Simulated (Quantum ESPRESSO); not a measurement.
# Al in Quantum ESPRESSO: work function with PBE

Aim: the work function of Al with PBE.

All numbers are computed with Quantum ESPRESSO 7.5; they aren't measurements. Logs are shortened: lines on timing, memory, paths and dates and some standing lists are left out, and cuts for length are marked.

**1. The structure**

The cell holds a slab with vacuum, 5 atoms: a = 2.862 Å, b = 2.862 Å, c = 24.348 Å, α = 90.00°, β = 90.00°, γ = 120.00°.

**2. Work function, PBE**

File pw.in:

```
&CONTROL
  calculation = 'scf'
  prefix = 'pwscf'
  outdir = './tmp'
  pseudo_dir = './pseudo'
  tprnfor = .true.
  disk_io = 'low'
/
&SYSTEM
  ibrav = 0
  celldm(1) = 8
  nat = 5
  ntyp = 1
  ecutwfc = 40
  nbnd = 13
  occupations = 'smearing'
  smearing = 'fd'
  degauss = 0.00367493
/
&ELECTRONS
  conv_thr = 5d-09
  electron_maxstep = 150
  mixing_beta = 0.3
  mixing_mode = 'local-TF'
/
ATOMIC_SPECIES
Al    26.9815 Al.upf
CELL_PARAMETERS alat
  0.6761298264072  -0.0000000000000   0.0000000000000
 -0.3380649132036   0.5855456059250  -0.0000000000000
  0.0000000000000   0.0000000000000   5.7514672497722
ATOMIC_POSITIONS crystal
Al     0.6666666667    0.3333333333    0.3080289194
Al     0.3333333333    0.6666666667    0.4040144597
Al     0.0000000000    0.0000000000    0.5000000000
Al     0.6666666667    0.3333333333    0.5959855403
Al     0.3333333333    0.6666666667    0.6919710806
K_POINTS automatic
11 11 1 0 0 0
```

File pp_density.in:

```
&INPUTPP
  prefix = 'pwscf'
  outdir = './tmp'
  filplot = 'density.dat'
  plot_num = 0
/
&PLOT
  nfile = 1
  filepp(1) = 'density.dat'
  iflag = 3
  output_format = 6
  fileout = 'density.cube'
/
```

File pp_potential.in:

```
&INPUTPP
  prefix = 'pwscf'
  outdir = './tmp'
  filplot = 'potential.dat'
  plot_num = 11
/
&PLOT
  nfile = 1
  filepp(1) = 'potential.dat'
  iflag = 3
  output_format = 6
  fileout = 'potential.cube'
/
```

File pp_elf.in:

```
&INPUTPP
  prefix = 'pwscf'
  outdir = './tmp'
  filplot = 'elf.dat'
  plot_num = 8
/
&PLOT
  nfile = 1
  filepp(1) = 'elf.dat'
  iflag = 3
  output_format = 6
  fileout = 'elf.cube'
/
```

Potentials or basis: PseudoDojo 0.4.1 SR PBE standard.

The run is started by

```bash
OMP_NUM_THREADS=1 pw.x -in pw.in > pw.out
OMP_NUM_THREADS=1 pp.x -in pp_density.in > pp_density.out
OMP_NUM_THREADS=1 pp.x -in pp_potential.in > pp_potential.out
OMP_NUM_THREADS=1 pp.x -in pp_elf.in > pp_elf.out
```

pw.out:

```text
This program is part of the open-source Quantum ESPRESSO suite
     for quantum simulation of materials; please cite
[... 9 lines left out ...]
     --------------------
     sticks:   dense  smooth     PW     G-vecs:    dense   smooth      PW
     Sum         313     313     97                39701    39701    6823

     Using Slab Decomposition

     bravais-lattice index     =            0
     lattice parameter (alat)  =       8.0000  a.u.
     unit-cell volume          =    1165.8413 (a.u.)^3
     number of atoms/cell      =            5
     number of atomic types    =            1
     number of electrons       =        15.00
     number of Kohn-Sham states=           13
     kinetic-energy cutoff     =      40.0000  Ry
     charge density cutoff     =     160.0000  Ry
     scf convergence threshold =      5.0E-09
     mixing beta               =       0.3000
     number of iterations used =            8  local-TF  mixing
     Exchange-correlation= PBE
                           (   1   4   3   4   0   0   0)

     celldm(1)=   8.000000  celldm(2)=   0.000000  celldm(3)=   0.000000
     celldm(4)=   0.000000  celldm(5)=   0.000000  celldm(6)=   0.000000

     crystal axes: (cart. coord. in units of alat)
               a(1) = (   0.676130  -0.000000   0.000000 )
               a(2) = (  -0.338065   0.585546  -0.000000 )
               a(3) = (   0.000000   0.000000   5.751467 )

     reciprocal axes: (cart. coord. in units 2 pi/alat)
               b(1) = (  1.479006  0.853904 -0.000000 )
               b(2) = (  0.000000  1.707809 -0.000000 )
               b(3) = (  0.000000  0.000000  0.173869 )

     PseudoPot. # 1 for Al read from file:
     Al.upf
     Pseudo is Norm-conserving + core correction, Zval =  3.0
     Generated using ONCVPSP code by D. R. Hamann
     Using radial grid of 1876 points,  6 beta functions with:
                l(1) =   0
                l(2) =   0
                l(3) =   1
                l(4) =   1
                l(5) =   2
                l(6) =   2

     atomic species   valence    mass     pseudopotential
     Al                3.00    26.98150     Al( 1.00)

     12 Sym. Ops., with inversion, found

   Cartesian axes

     site n.     atom                  positions (alat units)
         1        Al     tau(   1) = (   0.3380649   0.1951819   1.7716182  )
         2        Al     tau(   2) = (  -0.0000000   0.3903637   2.3236759  )
         3        Al     tau(   3) = (   0.0000000   0.0000000   2.8757336  )
         4        Al     tau(   4) = (   0.3380649   0.1951819   3.4277913  )
         5        Al     tau(   5) = (  -0.0000000   0.3903637   3.9798490  )

     number of k points=    16  Fermi-Dirac smearing, width (Ry)=  0.0037
                       cart. coord. in units 2pi/alat
        k(    1) = (   0.0000000   0.0000000   0.0000000), wk =   0.0165289
        k(    2) = (   0.0000000   0.1552554   0.0000000), wk =   0.0991736
        k(    3) = (   0.0000000   0.3105107   0.0000000), wk =   0.0991736
        k(    4) = (   0.0000000   0.4657661   0.0000000), wk =   0.0991736
        k(    5) = (   0.0000000   0.6210214   0.0000000), wk =   0.0991736
        k(    6) = (   0.0000000   0.7762768   0.0000000), wk =   0.0991736
[... 8 lines left out ...]
        k(   15) = (   0.4033652   0.6986491   0.0000000), wk =   0.0991736
        k(   16) = (   0.4033652   0.8539045   0.0000000), wk =   0.0991736

     Dense  grid:    39701 G-vectors     FFT dimensions: (  24,  24, 192)

     Initial potential from superposition of free atoms

     starting charge      14.9878, renormalised to      15.0000

     negative rho (up, down):  1.371E-05 0.000E+00
     Starting wfcs are   20 randomized atomic wfcs

     Self-consistent Calculation

     iteration #  1     ecut=    40.00 Ry     beta= 0.30
     Davidson diagonalization with overlap
     ethr =  1.00E-02,  avg # of iterations =  3.8

     total energy              =     -23.13806425 Ry
     estimated scf accuracy    <       0.37279134 Ry

     iteration #  2     ecut=    40.00 Ry     beta= 0.30
     Davidson diagonalization with overlap
     ethr =  2.49E-03,  avg # of iterations =  1.7

     total energy              =     -23.10410641 Ry
     estimated scf accuracy    <       0.25129607 Ry

     iteration #  3     ecut=    40.00 Ry     beta= 0.30
     Davidson diagonalization with overlap
     ethr =  1.68E-03,  avg # of iterations =  2.2

     total energy              =     -23.12271225 Ry
     estimated scf accuracy    <       0.01271250 Ry

     iteration #  4     ecut=    40.00 Ry     beta= 0.30
     Davidson diagonalization with overlap
     c_bands:  1 eigenvalues not converged
     ethr =  8.48E-05,  avg # of iterations =  7.1

     total energy              =     -23.12323996 Ry
     estimated scf accuracy    <       0.01504621 Ry

     iteration #  5     ecut=    40.00 Ry     beta= 0.30
     Davidson diagonalization with overlap
     ethr =  8.48E-05,  avg # of iterations =  1.1

     total energy              =     -23.12282693 Ry
     estimated scf accuracy    <       0.00872910 Ry

     iteration #  6     ecut=    40.00 Ry     beta= 0.30
     Davidson diagonalization with overlap
     ethr =  5.82E-05,  avg # of iterations =  1.7

     total energy              =     -23.12135054 Ry
     estimated scf accuracy    <       0.00520717 Ry
[... 68 lines left out ...]
     total energy              =     -23.12123366 Ry
     estimated scf accuracy    <          8.9E-09 Ry

     iteration # 15     ecut=    40.00 Ry     beta= 0.30
     Davidson diagonalization with overlap
     ethr =  5.95E-11,  avg # of iterations =  3.9

     total energy              =     -23.12123367 Ry
     estimated scf accuracy    <          5.5E-09 Ry

     iteration # 16     ecut=    40.00 Ry     beta= 0.30
     Davidson diagonalization with overlap
     ethr =  3.69E-11,  avg # of iterations =  1.9

     End of self-consistent calculation

          k = 0.0000 0.0000 0.0000 (  5061 PWs)   bands (ev):

    -9.1456  -8.4389  -7.3330  -5.7976  -3.8947  -1.8578   0.5643   2.9339
     4.7340   5.7504   5.9862   7.7012   7.8698

          k = 0.0000 0.1553 0.0000 (  5075 PWs)   bands (ev):

    -8.9469  -8.2410  -7.1362  -5.6022  -3.6994  -1.6712   0.7500   3.1166
     4.9222   5.9429   6.1783   7.8754   8.0445

          k = 0.0000 0.3105 0.0000 (  5029 PWs)   bands (ev):

    -8.3525  -7.6489  -6.5476  -5.0180  -3.1169  -1.1127   1.3001   3.6395
     5.4215   6.2787   6.6062   6.7507   7.0368

          k = 0.0000 0.4658 0.0000 (  4979 PWs)   bands (ev):

    -7.3672  -6.6675  -5.5724  -4.0512  -2.1588  -0.1902   2.1087   3.1553
     3.8668   4.6069   4.9895   6.2406   6.5663
[... 48 lines left out ...]
    -3.6854  -3.0049  -1.9563  -1.6026  -0.9815  -0.5252   0.2697   1.4635
     1.6861   2.4633   2.9991   3.5566   3.8283

          k = 0.4034 0.6986 0.0000 (  4981 PWs)   bands (ev):

    -3.8763  -3.1936  -2.1330  -0.7007   0.2347   0.2407   0.6446   0.9211
     1.5430   1.8945   2.4377   3.2723   3.4583

          k = 0.4034 0.8539 0.0000 (  4960 PWs)   bands (ev):

    -1.9998  -1.9609  -1.3378  -1.2905  -0.4476  -0.1696   0.0700   0.6498
     1.1308   1.2902   2.2260   3.3353   3.4503

     the Fermi energy is     1.7467 ev

!    total energy              =     -23.12123367 Ry
     estimated scf accuracy    <          1.7E-10 Ry
     smearing contrib. (-TS)   =      -0.00157079 Ry
     internal energy E=F+TS    =     -23.11966287 Ry

     The total energy is F=E-TS. E is the sum of the following terms:
     one-electron contribution =    -218.90650578 Ry
     hartree contribution      =     113.39123143 Ry
     xc contribution           =     -10.65869108 Ry
     ewald contribution        =      93.05430255 Ry

     convergence has been achieved in  16 iterations

     Forces acting on atoms (cartesian axes, Ry/au):

     atom    1 type  1   force =    -0.00000000   -0.00000000   -0.00183016
     atom    2 type  1   force =    -0.00000000    0.00000000    0.00355123
     atom    3 type  1   force =     0.00000000    0.00000000    0.00000000
     atom    4 type  1   force =     0.00000000    0.00000000   -0.00355123
     atom    5 type  1   force =     0.00000000   -0.00000000    0.00183016

     Total force =     0.005650     Total SCF correction =     0.000015

=------------------------------------------------------------------------------=
   JOB DONE.
=------------------------------------------------------------------------------=
```

pp_density.out:

```text
This program is part of the open-source Quantum ESPRESSO suite
     for quantum simulation of materials; please cite
         "P. Giannozzi et al., J. Phys.:Condens. Matter 21 395502 (2009);
         "P. Giannozzi et al., J. Phys.:Condens. Matter 29 465901 (2017);
         "P. Giannozzi et al., J. Chem. Phys. 152 154105 (2020);
     in publications or presentations arising from this work. More details at

     IMPORTANT: XC functional enforced from input :
     Exchange-correlation= PBE
                           (   1   4   3   4   0   0   0)
     Any further DFT definition will be discarded
     Please, verify this is what you really want

     G-vector sticks info
     --------------------
     sticks:   dense  smooth     PW     G-vecs:    dense   smooth      PW
     Sum         313     313     97                39701    39701    6823

     Using Slab Decomposition

     Calling punch_plot, plot_num =   0
     Writing data to file  density.dat
     Reading data from file  density.dat

     Writing data to be plotted to file density.cube
     Plot Type: 3D                     Output format: Gaussian cube

=------------------------------------------------------------------------------=
   JOB DONE.
=------------------------------------------------------------------------------=
```

pp_potential.out:

```text
This program is part of the open-source Quantum ESPRESSO suite
     for quantum simulation of materials; please cite
         "P. Giannozzi et al., J. Phys.:Condens. Matter 21 395502 (2009);
         "P. Giannozzi et al., J. Phys.:Condens. Matter 29 465901 (2017);
         "P. Giannozzi et al., J. Chem. Phys. 152 154105 (2020);
     in publications or presentations arising from this work. More details at

     IMPORTANT: XC functional enforced from input :
     Exchange-correlation= PBE
                           (   1   4   3   4   0   0   0)
     Any further DFT definition will be discarded
     Please, verify this is what you really want

     G-vector sticks info
     --------------------
     sticks:   dense  smooth     PW     G-vecs:    dense   smooth      PW
     Sum         313     313     97                39701    39701    6823

     Using Slab Decomposition

     Calling punch_plot, plot_num =  11
     Writing data to file  potential.dat
     Reading data from file  potential.dat

     Writing data to be plotted to file potential.cube
     Plot Type: 3D                     Output format: Gaussian cube

=------------------------------------------------------------------------------=
   JOB DONE.
=------------------------------------------------------------------------------=
```

It took 37 s on 1 thread of Arm Neoverse V1, shared host; peak memory 0.09 GiB.

What came out:

| Property | Result |
| --- | --- |
| Free energy | -314.5804 eV |
| Largest force | 0.091 eV/Å |
| Band gap on the k mesh | none (metal or under the smearing width) |
| Work function of the upper face | 4.03 eV |
| Work function of the lower face | 4.03 eV |

Forces in eV/Å, atoms in the order of the input:
```
Al   0.000  0.000 -0.047
Al   0.000  0.000  0.091
Al   0.000  0.000  0.000
Al   0.000  0.000 -0.091
Al   0.000  0.000  0.047
```
